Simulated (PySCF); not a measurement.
# C2H8SSi: the cost of one run

Computed with PySCF 2.14.0 and routines of our own; the level stands in each step. Atoms count from 0.

## 1. The system as given

12 atoms, charge 0, multiplicity 1; geometry from: GFN2-xTB.

## 2. Magnetic properties: GIAO PBE0/pcSseg-1

Job settings and geometry (Å):

```
{"job": {"kind": "mag", "xc": "PBE0", "basis": "pcSseg-1", "isotopologues": 4}, "charge": 0, "multiplicity": 1}
C     -0.902771     1.299251    -0.184488
Si    -0.014495    -0.230794     0.504637
C      1.652727    -0.531652    -0.339017
S     -1.213344    -1.987289     0.080757
H     -0.324635     2.197794     0.006553
H     -1.050612     1.223696    -1.258861
H     -1.879320     1.433937     0.273019
H      0.108600    -0.149435     1.962487
H      2.341468     0.284029    -0.142141
H      2.110482    -1.448726     0.019859
H      1.540659    -0.622941    -1.416305
H     -2.367561    -1.468555     0.467475
```

Method: GIAO PBE0/pcSseg-1 magnetisability, rotational g tensor and spin-rotation constants, non-relativistic, gas phase.

The run is started by

```sh
$ OMP_NUM_THREADS=1 python excited_run.py task.json out
```

The driver reads the jobs from task.json and runs them one after another.

Q: Estimate the wall time and peak memory of this first job on 1 thread of Arm Neoverse V1, shared host.

About 14 s, with a peak of 0.54 GiB.
